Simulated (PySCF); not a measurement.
# MoO3 (MoO3): the cost of one run

Programs: PySCF 2.14.0, with routines of our own; each step states its level. All values are computed. Atoms count from 0.

## Step 1: The starting structure

4 atoms, charge 0, multiplicity 1; geometry from: GFN2-xTB.

## Step 2: NMR shieldings: PBE0/pcSseg-1 Mo:us-x2c-TZVPall-2c, spin–orbit

Job settings and geometry (Å):

```
{"job": {"kind": "hnmr", "xc": "PBE0", "basis": {"default": "pcSseg-1", "Mo": "us-x2c-TZVPall-2c"}, "rel": "so"}, "charge": 0, "multiplicity": 1}
Mo    -0.003380     0.002270     0.365370
O      1.584390    -0.027100    -0.106970
O     -0.767660     1.383530    -0.137500
O     -0.813340    -1.358700    -0.120900
```

With the program's defaults for keys left out, this is: PBE0/pcSseg-1 Mo:us-x2c-TZVPall-2c GIAO NMR shielding, X2C with spin-orbit coupling, screened-nuclear two-electron part, Gaussian nuclei, gas phase.

Started as:

```sh
> OMP_NUM_THREADS=1 python heavy_run.py task.json out
```

The driver reads the jobs from task.json and runs them one after another.

Q: Estimate the wall time and peak memory of this first job on 1 thread of Arm Neoverse V2, shared host.

About 45 s, with a peak of 0.88 GiB.
